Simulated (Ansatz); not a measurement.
# Ta: energy and stress against strain

Aim: for Ta, see how energy and stress answer to the strain pattern (0, 0, 0, 0, 0, 1).

Program: Ansatz 0.2.0. Level of theory: DFT r2SCAN, scalar-relativistic, plane waves, PAW. These are calculated values, not measurements.

## (1) The system as given

Symmetry: Fm-3m, No. 225, cubic system. The conventional cell has a = 4.220 Å, b = 4.220 Å, c = 4.220 Å, α = 90.00°, β = 90.00°, γ = 90.00°. Around Ta (site symmetry m-3m) lie 12 Ta at 2.98 Å.

Coordinates:

```cif
data_structure
_symmetry_space_group_name_H-M 'Fm-3m'
_symmetry_Int_Tables_number 225
_cell_length_a 4.2200
_cell_length_b 4.2200
_cell_length_c 4.2200
_cell_angle_alpha 90.000
_cell_angle_beta 90.000
_cell_angle_gamma 90.000
_cell_volume 75.15
loop_
_atom_site_label
_atom_site_type_symbol
_atom_site_symmetry_multiplicity
_atom_site_Wyckoff_symbol
_atom_site_fract_x
_atom_site_fract_y
_atom_site_fract_z
_atom_site_occupancy
Ta1 Ta 4 a 0.00000 0.00000 0.00000 1
```

Source of the structure: the Crystallography Open Database.

## (2) A first look at the start

Contents of input.yaml:

```yaml
crystal:
  lattice:
    - [0.0, 2.11, 2.11]
    - [2.11, 0.0, 2.11]
    - [2.11, 2.11, 0.0]
  atoms:
    - { symbol: Ta, position: [0.0, 0.0, 0.0] }
basis:
  ecutwfc: 350.0
kpoints:
  mp_grid: { grid: [8, 8, 8] }
hamiltonian:
  xc: r2scan
scf:
  occupations: { method: gaussian, width: 0.1 }
output:
  forces: true
  stress: true
  eigenvalues: true
```

Command:

```sh
$ ansatz run input.yaml --threads 1 --pin off --max-ram 2560MiB --backend cpu --events-out ev --progress --plain --runs-dir out
```

Log, cut to the lines that bear on the results:

```text
[...]
SCF converged after 6 iterations
Free energy (F): -9944.062779 eV
[...]
E sigma→0 (E₀):  -9944.058498 eV
Entropy (-TS):   -0.008562 eV (-8.562 meV/atom)
Fermi energy:    18.035992 eV
[...]
--- Forces (eV/Å), atoms counted from 1 ---
  atom   1  Ta    -0.00000000    -0.00000000    -0.00000000
[...]
--- Stress (GPa, compression-positive) ---
       -0.436753      -0.000000      -0.000000
        0.000000      -0.436753      -0.000000
        0.000000       0.000000      -0.436753
  P = ⅓ Tr σ = -0.4368 GPa (-4.368 kbar)
--- Band table (eV; the first three rows and the last of 29) ---
  k-point 0: bands = ["-51.4487", "-16.7661", "-16.7661", "-16.7661", "9.4735", "18.5129", "18.5129", "18.5129", "21.7673", "21.7673", "30.6157"]
[...]
```

Wall time 2.4 s (1 thread of AMD EPYC (Zen 3), shared host); peak memory 0.31 GiB.

No relaxation comes first: the listed cell is the starting point.

## (3) The reference: the undisturbed cell on the scan's mesh

input.yaml: that of step 2 with these lines changed.

```diff
@@ -10,3 +10,3 @@
 kpoints:
-  mp_grid: { grid: [8, 8, 8] }
+  mp_grid: { grid: [10, 10, 10] }
 hamiltonian:
@@ -14,3 +14,3 @@
 scf:
-  occupations: { method: gaussian, width: 0.1 }
+  occupations: { method: gaussian, width: 0.15 }
 output:
```

Command:

```sh
$ ansatz run input.yaml --threads 1 --pin off --max-ram 2560MiB --backend cpu --events-out ev --progress --plain --runs-dir out
```

Log, cut to the lines that bear on the results:

```text
Warning: basis.ecutwfc = 350 eV is below the records' recommended 500 eV, and the density's cutoff is lower with it unless basis.ecutrho_ratio is high enough to keep the records' density cutoff: compare with a run at a higher cutoff
Warning: RAYON_NUM_THREADS=1 ignored (pool sized by the plan → 1); use --threads N
[...]
Pseudopotentials: kind: paw
Pseudopotential: Ta, paw, valence charge 13, recommended cutoff 500 eV (meta_gga), Ta.paw.azcp
Functional definition: r2SCAN
[...]
Crystal: 1 atoms, lattice volume = 18.788 Å³
Basis set: ecut = 350 eV, 283 PW (Γ), exchange–correlation on 80×80×80 points (64 copies of the dense FFT grid, shifted against one another)
Bands: 11, of which v1, the nominal top of the filled ones, is band 7 counted from 1 (6 counted from 0)
Symmetry: 48 space group operations
Space group: Fm-3m (ITA 225), of the structure as read, at distance tolerance 2.7e-5 Å
k-points: 47 of 1000
[...]
SCF iter   1: F=—  HF=-9944.055093 eV  |F-HF|=—  |Δ(HF+E_count)|=         —  Δρ=5.61e-3  dr2=1.97e-3  dr2_τ=1.86e-2  ethr=1.77e-3  ⟨swp⟩=5.0  Hψ=2904  notcnv=0
[...]
SCF iter   6: F=-9944.073402 eV  HF=-9944.073402 eV  |F-HF|=2.22e-9  |Δ(HF+E_count)|=   6.31e-7  Δρ=7.49e-6  dr2=5.75e-9  dr2_τ=1.21e-10  ethr=7.69e-10  ⟨swp⟩=3.9  Hψ=2079  notcnv=0
[...]
SCF converged after 6 iterations
Free energy (F): -9944.073402 eV
[...]
E sigma→0 (E₀):  -9944.068035 eV
Entropy (-TS):   -0.010734 eV (-10.734 meV/atom)
Fermi energy:    18.037629 eV
[...]
--- Forces (eV/Å), atoms counted from 1 ---
  atom   1  Ta    -0.00000000     0.00000000    -0.00000000
[...]
--- Stress (GPa, compression-positive) ---
       -2.273199      -0.000000      -0.000000
       -0.000000      -2.273199       0.000000
        0.000000       0.000000      -2.273199
  P = ⅓ Tr σ = -2.2732 GPa (-22.732 kbar)
--- Band table (eV; the first three rows and the last of 47) ---
  k-point 0: bands = ["-51.4256", "-16.7471", "-16.7471", "-16.7471", "9.4740", "18.5226", "18.5226", "18.5226", "21.7708", "21.7708", "30.6057"]
[...]
```

Wall time 3 s (1 thread of AMD EPYC (Zen 3), shared host); peak memory 0.31 GiB.

Reference values: F = -9944.0734 eV; pressure -2.27 GPa; largest force 0.000 eV/Å; gap on the mesh none (metal).

## (4) The scan: energy and stress against strain

The cell is strained by ε times the Voigt pattern (0, 0, 0, 0, 0, 1) (xx, yy, zz, yz, xz, xy; engineering shear), with fractional coordinates fixed (clamped ions). The stress on the pattern is the sum of the stress components weighted by it, tension positive.

## (5) At ε = -0.0200

input.yaml: that of step 3 with these lines changed.

```diff
@@ -2,5 +2,5 @@
   lattice:
-    - [0.0, 2.11, 2.11]
-    - [2.11, 0.0, 2.11]
-    - [2.11, 2.11, 0.0]
+    - [-0.0211, 2.11, 2.11]
+    - [2.11, -0.0211, 2.11]
+    - [2.0889, 2.0889, 0.0]
   atoms:
```

Command:

```sh
$ ansatz run input.yaml --threads 1 --pin off --max-ram 2560MiB --backend cpu --events-out ev --progress --plain --runs-dir out
```

Log, cut to the lines that bear on the results:

```text
Warning: basis.ecutwfc = 350 eV is below the records' recommended 500 eV, and the density's cutoff is lower with it unless basis.ecutrho_ratio is high enough to keep the records' density cutoff: compare with a run at a higher cutoff
Warning: RAYON_NUM_THREADS=1 ignored (pool sized by the plan → 1); use --threads N
[...]
[... 3 set-up lines as earlier in the session ...]
[...]
Crystal: 1 atoms, lattice volume = 18.786 Å³
Basis set: ecut = 350 eV, 283 PW (Γ), exchange–correlation on 80×80×80 points (64 copies of the dense FFT grid, shifted against one another)
Bands: 11, of which v1, the nominal top of the filled ones, is band 7 counted from 1 (6 counted from 0)
Symmetry: 8 space group operations
Space group: Immm (ITA 71), of the structure as read, at distance tolerance 2.7e-5 Å
k-points: 171 of 1000
[...]
SCF iter   1: F=—  HF=-9944.053455 eV  |F-HF|=—  |Δ(HF+E_count)|=         —  Δρ=5.60e-3  dr2=1.93e-3  dr2_τ=1.86e-2  ethr=1.77e-3  ⟨swp⟩=5.0  Hψ=10567  notcnv=0
[...]
SCF iter   6: F=-9944.071661 eV  HF=-9944.071661 eV  |F-HF|=9.59e-9  |Δ(HF+E_count)|=   2.33e-7  Δρ=1.08e-5  dr2=1.10e-8  dr2_τ=4.13e-9  ethr=7.69e-10  ⟨swp⟩=5.9  Hψ=8976  notcnv=0
[...]
SCF converged after 6 iterations
Free energy (F): -9944.071661 eV
[...]
E sigma→0 (E₀):  -9944.066155 eV
Entropy (-TS):   -0.011012 eV (-11.012 meV/atom)
Fermi energy:    18.037650 eV
[...]
--- Forces (eV/Å), atoms counted from 1 ---
  atom   1  Ta     0.00000000     0.00000000     0.00000000
[...]
--- Stress (GPa, compression-positive) ---
       -2.233068       1.446000       0.000000
        1.446000      -2.233068      -0.000000
        0.000000      -0.000000      -2.374431
  P = ⅓ Tr σ = -2.2802 GPa (-22.802 kbar)
--- Band table (eV; the first three rows and the last of 171) ---
  k-point 0: bands = ["-51.4200", "-16.7653", "-16.7417", "-16.7171", "9.4759", "18.3422", "18.5142", "18.7135", "21.7793", "21.7817", "30.6071"]
[...]
```

Wall time 7.4 s (1 thread of AMD EPYC (Zen 3), shared host); peak memory 0.34 GiB.

## (6) Point ε = 0.0150

input.yaml: that of step 5 with these lines changed.

```diff
@@ -2,5 +2,5 @@
   lattice:
-    - [-0.0211, 2.11, 2.11]
-    - [2.11, -0.0211, 2.11]
-    - [2.0889, 2.0889, 0.0]
+    - [0.015825, 2.11, 2.11]
+    - [2.11, 0.015825, 2.11]
+    - [2.125825, 2.125825, 0.0]
   atoms:
```

Command:

```sh
$ ansatz run input.yaml --threads 1 --pin off --max-ram 2560MiB --backend cpu --events-out ev --progress --plain --runs-dir out
```

Log, cut to the lines that bear on the results:

```text
Warning: basis.ecutwfc = 350 eV is below the records' recommended 500 eV, and the density's cutoff is lower with it unless basis.ecutrho_ratio is high enough to keep the records' density cutoff: compare with a run at a higher cutoff
Warning: RAYON_NUM_THREADS=1 ignored (pool sized by the plan → 1); use --threads N
[...]
[... 3 set-up lines as earlier in the session ...]
[...]
Crystal: 1 atoms, lattice volume = 18.787 Å³
Basis set: ecut = 350 eV, 283 PW (Γ), exchange–correlation on 80×80×80 points (64 copies of the dense FFT grid, shifted against one another)
Bands: 11, of which v1, the nominal top of the filled ones, is band 7 counted from 1 (6 counted from 0)
[... 2 set-up lines as earlier in the session ...]
k-points: 171 of 1000
[...]
SCF iter   1: F=—  HF=-9944.054165 eV  |F-HF|=—  |Δ(HF+E_count)|=         —  Δρ=5.60e-3  dr2=1.95e-3  dr2_τ=1.86e-2  ethr=1.77e-3  ⟨swp⟩=5.0  Hψ=10599  notcnv=0
[...]
SCF iter   6: F=-9944.072412 eV  HF=-9944.072412 eV  |F-HF|=1.51e-9  |Δ(HF+E_count)|=   5.91e-7  Δρ=6.18e-6  dr2=3.95e-9  dr2_τ=1.26e-10  ethr=7.69e-10  ⟨swp⟩=3.6  Hψ=7432  notcnv=0
[...]
SCF converged after 6 iterations
Free energy (F): -9944.072412 eV
[...]
E sigma→0 (E₀):  -9944.066967 eV
Entropy (-TS):   -0.010889 eV (-10.889 meV/atom)
Fermi energy:    18.037711 eV
[...]
--- Forces (eV/Å), atoms counted from 1 ---
  atom   1  Ta    -0.00000000     0.00000000     0.00000000
[...]
--- Stress (GPa, compression-positive) ---
       -2.252350      -1.102677       0.000000
       -1.102677      -2.252350       0.000000
        0.000000       0.000000      -2.327625
  P = ⅓ Tr σ = -2.2774 GPa (-22.774 kbar)
--- Band table (eV; the first three rows and the last of 171) ---
  k-point 0: bands = ["-51.4225", "-16.7620", "-16.7441", "-16.7257", "9.4751", "18.3863", "18.5178", "18.6647", "21.7756", "21.7769", "30.6064"]
[...]
```

It took 7.8 s on 1 thread of AMD EPYC (Zen 3), shared host; peak memory 0.34 GiB.

## (7) At ε = -0.0100

input.yaml: that of step 6 with these lines changed.

```diff
@@ -2,5 +2,5 @@
   lattice:
-    - [0.015825, 2.11, 2.11]
-    - [2.11, 0.015825, 2.11]
-    - [2.125825, 2.125825, 0.0]
+    - [-0.01055, 2.11, 2.11]
+    - [2.11, -0.01055, 2.11]
+    - [2.09945, 2.09945, 0.0]
   atoms:
```

Command:

```sh
$ ansatz run input.yaml --threads 1 --pin off --max-ram 2560MiB --backend cpu --events-out ev --progress --plain --runs-dir out
```

Log, cut to the lines that bear on the results:

```text
Warning: basis.ecutwfc = 350 eV is below the records' recommended 500 eV, and the density's cutoff is lower with it unless basis.ecutrho_ratio is high enough to keep the records' density cutoff: compare with a run at a higher cutoff
Warning: RAYON_NUM_THREADS=1 ignored (pool sized by the plan → 1); use --threads N
[...]
[... 3 set-up lines as earlier in the session ...]
[...]
Crystal: 1 atoms, lattice volume = 18.787 Å³
Basis set: ecut = 350 eV, 283 PW (Γ), exchange–correlation on 80×80×80 points (64 copies of the dense FFT grid, shifted against one another)
Bands: 11, of which v1, the nominal top of the filled ones, is band 7 counted from 1 (6 counted from 0)
[... 2 set-up lines as earlier in the session ...]
k-points: 171 of 1000
[...]
SCF iter   1: F=—  HF=-9944.054687 eV  |F-HF|=—  |Δ(HF+E_count)|=         —  Δρ=5.61e-3  dr2=1.96e-3  dr2_τ=1.87e-2  ethr=1.77e-3  ⟨swp⟩=5.0  Hψ=10601  notcnv=0
[...]
SCF iter   6: F=-9944.072941 eV  HF=-9944.072941 eV  |F-HF|=1.62e-9  |Δ(HF+E_count)|=   5.86e-7  Δρ=6.88e-6  dr2=4.60e-9  dr2_τ=1.52e-10  ethr=7.69e-10  ⟨swp⟩=3.6  Hψ=7442  notcnv=0
[...]
SCF converged after 6 iterations
Free energy (F): -9944.072941 eV
[...]
E sigma→0 (E₀):  -9944.067541 eV
Entropy (-TS):   -0.010801 eV (-10.801 meV/atom)
Fermi energy:    18.037691 eV
[...]
--- Forces (eV/Å), atoms counted from 1 ---
  atom   1  Ta     0.00000000     0.00000000    -0.00000000
[...]
--- Stress (GPa, compression-positive) ---
       -2.264705       0.743785       0.000000
        0.743785      -2.264705      -0.000000
        0.000000      -0.000000      -2.296037
  P = ⅓ Tr σ = -2.2751 GPa (-22.751 kbar)
--- Band table (eV; the first three rows and the last of 171) ---
  k-point 0: bands = ["-51.4242", "-16.7578", "-16.7458", "-16.7335", "9.4745", "18.4311", "18.5205", "18.6167", "21.7729", "21.7735", "30.6060"]
[...]
```

Wall time 7 s (1 thread of AMD EPYC (Zen 3), shared host); peak memory 0.34 GiB.

## (8) At ε = 0.0050

input.yaml: that of step 7 with these lines changed.

```diff
@@ -2,5 +2,5 @@
   lattice:
-    - [-0.01055, 2.11, 2.11]
-    - [2.11, -0.01055, 2.11]
-    - [2.09945, 2.09945, 0.0]
+    - [0.005275, 2.11, 2.11]
+    - [2.11, 0.005275, 2.11]
+    - [2.115275, 2.115275, 0.0]
   atoms:
```

Command:

```sh
$ ansatz run input.yaml --threads 1 --pin off --max-ram 2560MiB --backend cpu --events-out ev --progress --plain --runs-dir out
```

Log, cut to the lines that bear on the results:

```text
[...]
SCF converged after 6 iterations
Free energy (F): -9944.073279 eV
[...]
E sigma→0 (E₀):  -9944.067904 eV
Entropy (-TS):   -0.010751 eV (-10.751 meV/atom)
Fermi energy:    18.037648 eV
[...]
--- Forces (eV/Å), atoms counted from 1 ---
  atom   1  Ta    -0.00000000     0.00000000    -0.00000000
[...]
--- Stress (GPa, compression-positive) ---
       -2.270562      -0.374426      -0.000000
       -0.374426      -2.270562       0.000000
       -0.000000       0.000000      -2.278434
  P = ⅓ Tr σ = -2.2732 GPa (-22.732 kbar)
--- Band table (eV; the first three rows and the last of 171) ---
  k-point 0: bands = ["-51.4252", "-16.7529", "-16.7468", "-16.7407", "9.4741", "18.4765", "18.5220", "18.5693", "21.7713", "21.7715", "30.6058"]
[...]
```

Run time: 8.2 s. Hardware: 1 thread of AMD EPYC (Zen 3), shared host; peak memory 0.34 GiB.

## (9) At ε = 0.0175

input.yaml: that of step 8 with these lines changed.

```diff
@@ -2,5 +2,5 @@
   lattice:
-    - [0.005275, 2.11, 2.11]
-    - [2.11, 0.005275, 2.11]
-    - [2.115275, 2.115275, 0.0]
+    - [0.0184625, 2.11, 2.11]
+    - [2.11, 0.0184625, 2.11]
+    - [2.1284625, 2.1284625, 0.0]
   atoms:
```

Command:

```sh
$ ansatz run input.yaml --threads 1 --pin off --max-ram 2560MiB --backend cpu --events-out ev --progress --plain --runs-dir out
```

Log, cut to the lines that bear on the results:

```text
Warning: basis.ecutwfc = 350 eV is below the records' recommended 500 eV, and the density's cutoff is lower with it unless basis.ecutrho_ratio is high enough to keep the records' density cutoff: compare with a run at a higher cutoff
Warning: RAYON_NUM_THREADS=1 ignored (pool sized by the plan → 1); use --threads N
[...]
[... 3 set-up lines as earlier in the session ...]
[...]
Crystal: 1 atoms, lattice volume = 18.786 Å³
Basis set: ecut = 350 eV, 283 PW (Γ), exchange–correlation on 80×80×80 points (64 copies of the dense FFT grid, shifted against one another)
Bands: 11, of which v1, the nominal top of the filled ones, is band 7 counted from 1 (6 counted from 0)
[... 2 set-up lines as earlier in the session ...]
k-points: 171 of 1000
[...]
SCF iter   1: F=—  HF=-9944.053827 eV  |F-HF|=—  |Δ(HF+E_count)|=         —  Δρ=5.60e-3  dr2=1.94e-3  dr2_τ=1.86e-2  ethr=1.77e-3  ⟨swp⟩=5.0  Hψ=10606  notcnv=0
[...]
SCF iter   6: F=-9944.072061 eV  HF=-9944.072061 eV  |F-HF|=1.48e-8  |Δ(HF+E_count)|=   1.69e-7  Δρ=1.39e-5  dr2=1.77e-8  dr2_τ=6.53e-9  ethr=7.69e-10  ⟨swp⟩=5.8  Hψ=8957  notcnv=0
[...]
SCF converged after 6 iterations
Free energy (F): -9944.072061 eV
[...]
E sigma→0 (E₀):  -9944.066588 eV
Entropy (-TS):   -0.010946 eV (-10.946 meV/atom)
Fermi energy:    18.037695 eV
[...]
--- Forces (eV/Å), atoms counted from 1 ---
  atom   1  Ta     0.00000000     0.00000000    -0.00000000
[...]
--- Stress (GPa, compression-positive) ---
       -2.242724      -1.276615       0.000000
       -1.276615      -2.242724       0.000000
        0.000000       0.000000      -2.348062
  P = ⅓ Tr σ = -2.2778 GPa (-22.778 kbar)
--- Band table (eV; the first three rows and the last of 171) ---
  k-point 0: bands = ["-51.4212", "-16.7637", "-16.7429", "-16.7214", "9.4755", "18.3642", "18.5161", "18.6890", "21.7773", "21.7791", "30.6068"]
[...]
```

It took 8.6 s on 1 thread of AMD EPYC (Zen 3), shared host; peak memory 0.34 GiB.

## (10) ε = 0.0125

input.yaml: that of step 9 with these lines changed.

```diff
@@ -2,5 +2,5 @@
   lattice:
-    - [0.0184625, 2.11, 2.11]
-    - [2.11, 0.0184625, 2.11]
-    - [2.1284625, 2.1284625, 0.0]
+    - [0.0131875, 2.11, 2.11]
+    - [2.11, 0.0131875, 2.11]
+    - [2.1231875, 2.1231875, 0.0]
   atoms:
```

Command:

```sh
$ ansatz run input.yaml --threads 1 --pin off --max-ram 2560MiB --backend cpu --events-out ev --progress --plain --runs-dir out
```

Log, cut to the lines that bear on the results:

```text
[...]
SCF converged after 6 iterations
Free energy (F): -9944.072702 eV
[...]
E sigma→0 (E₀):  -9944.067282 eV
Entropy (-TS):   -0.010841 eV (-10.841 meV/atom)
Fermi energy:    18.037704 eV
[...]
--- Forces (eV/Å), atoms counted from 1 ---
  atom   1  Ta    -0.00000000     0.00000000     0.00000000
[...]
--- Stress (GPa, compression-positive) ---
       -2.258994      -0.924849       0.000000
       -0.924849      -2.258994      -0.000000
        0.000000      -0.000000      -2.309913
  P = ⅓ Tr σ = -2.2760 GPa (-22.760 kbar)
--- Band table (eV; the first three rows and the last of 171) ---
  k-point 0: bands = ["-51.4234", "-16.7600", "-16.7450", "-16.7297", "9.4748", "18.4086", "18.5193", "18.6406", "21.7741", "21.7751", "30.6062"]
[...]
```

Run time: 8.6 s. Hardware: 1 thread of AMD EPYC (Zen 3), shared host; peak memory 0.34 GiB.

## (11) Point ε = 0.0075

input.yaml: that of step 10 with these lines changed.

```diff
@@ -2,5 +2,5 @@
   lattice:
-    - [0.0131875, 2.11, 2.11]
-    - [2.11, 0.0131875, 2.11]
-    - [2.1231875, 2.1231875, 0.0]
+    - [0.0079125, 2.11, 2.11]
+    - [2.11, 0.0079125, 2.11]
+    - [2.1179125, 2.1179125, 0.0]
   atoms:
```

Command:

```sh
$ ansatz run input.yaml --threads 1 --pin off --max-ram 2560MiB --backend cpu --events-out ev --progress --plain --runs-dir out
```

Log, cut to the lines that bear on the results:

```text
[...]
SCF converged after 6 iterations
Free energy (F): -9944.073136 eV
[...]
E sigma→0 (E₀):  -9944.067750 eV
Entropy (-TS):   -0.010772 eV (-10.772 meV/atom)
Fermi energy:    18.037666 eV
[...]
--- Forces (eV/Å), atoms counted from 1 ---
  atom   1  Ta     0.00000000     0.00000000     0.00000000
[...]
--- Stress (GPa, compression-positive) ---
       -2.268228      -0.560142       0.000000
       -0.560142      -2.268228       0.000000
        0.000000       0.000000      -2.285669
  P = ⅓ Tr σ = -2.2740 GPa (-22.740 kbar)
--- Band table (eV; the first three rows and the last of 171) ---
  k-point 0: bands = ["-51.4248", "-16.7554", "-16.7464", "-16.7372", "9.4742", "18.4537", "18.5214", "18.5929", "21.7720", "21.7723", "30.6059"]
[...]
```

Run time: 8.6 s. Hardware: 1 thread of AMD EPYC (Zen 3), shared host; peak memory 0.34 GiB.

## (12) Point ε = 0.0025

input.yaml: that of step 11 with these lines changed.

```diff
@@ -2,5 +2,5 @@
   lattice:
-    - [0.0079125, 2.11, 2.11]
-    - [2.11, 0.0079125, 2.11]
-    - [2.1179125, 2.1179125, 0.0]
+    - [0.0026375, 2.11, 2.11]
+    - [2.11, 0.0026375, 2.11]
+    - [2.1126375, 2.1126375, 0.0]
   atoms:
```

Command:

```sh
$ ansatz run input.yaml --threads 1 --pin off --max-ram 2560MiB --backend cpu --events-out ev --progress --plain --runs-dir out
```

Log, cut to the lines that bear on the results:

```text
[...]
SCF converged after 6 iterations
Free energy (F): -9944.073376 eV
[...]
E sigma→0 (E₀):  -9944.068006 eV
Entropy (-TS):   -0.010739 eV (-10.739 meV/atom)
Fermi energy:    18.037633 eV
[...]
--- Forces (eV/Å), atoms counted from 1 ---
  atom   1  Ta    -0.00000000     0.00000000    -0.00000000
[...]
--- Stress (GPa, compression-positive) ---
       -2.272773      -0.187500       0.000000
       -0.187500      -2.272773       0.000000
        0.000000       0.000000      -2.274420
  P = ⅓ Tr σ = -2.2733 GPa (-22.733 kbar)
--- Band table (eV; the first three rows and the last of 171) ---
  k-point 0: bands = ["-51.4255", "-16.7501", "-16.7470", "-16.7440", "9.4740", "18.4994", "18.5224", "18.5458", "21.7709", "21.7709", "30.6057"]
[...]
```

It took 8.2 s on 1 thread of AMD EPYC (Zen 3), shared host; peak memory 0.34 GiB.

## (13) All points together

Collected from the runs (energy zero: the undisturbed cell):

```csv
ε,ΔE (meV/atom),stress on the pattern (GPa),pressure (GPa)
-0.0200,1.7,-1.45,-2.3
-0.0100,0.5,-0.74,-2.3
0.0000,0.0,0.00,-2.3
0.0025,0.0,0.19,-2.3
0.0050,0.1,0.37,-2.3
0.0075,0.3,0.56,-2.3
0.0125,0.7,0.92,-2.3
0.0150,1.0,1.10,-2.3
0.0175,1.3,1.28,-2.3
```

Not run, since symmetry makes them alike: 0.0200 repeats -0.0200, -0.0150 repeats 0.0150, 0.0100 repeats -0.0100, -0.0050 repeats 0.0050. Energy, pressure and gap are the same there.

## (14) Results

```
                                                              quantity   value
slope of the stress at ε = 0, from the points at -0.0100, 0 and 0.0025  75 GPa
```

In words: The settings of these runs were drawn from a wide range and may not be converged. The slope of the stress at zero strain, 75 GPa, estimates C66 with clamped ions in this Cartesian frame. The reference stands under -2.3 GPa, so this is no zero-stress constant. The undisturbed cell stays the lowest of the sampled points. The runs treat Ta without spin-orbit coupling. In some runs cutoff or mesh lie under the advised values, so their numbers carry a basis error.
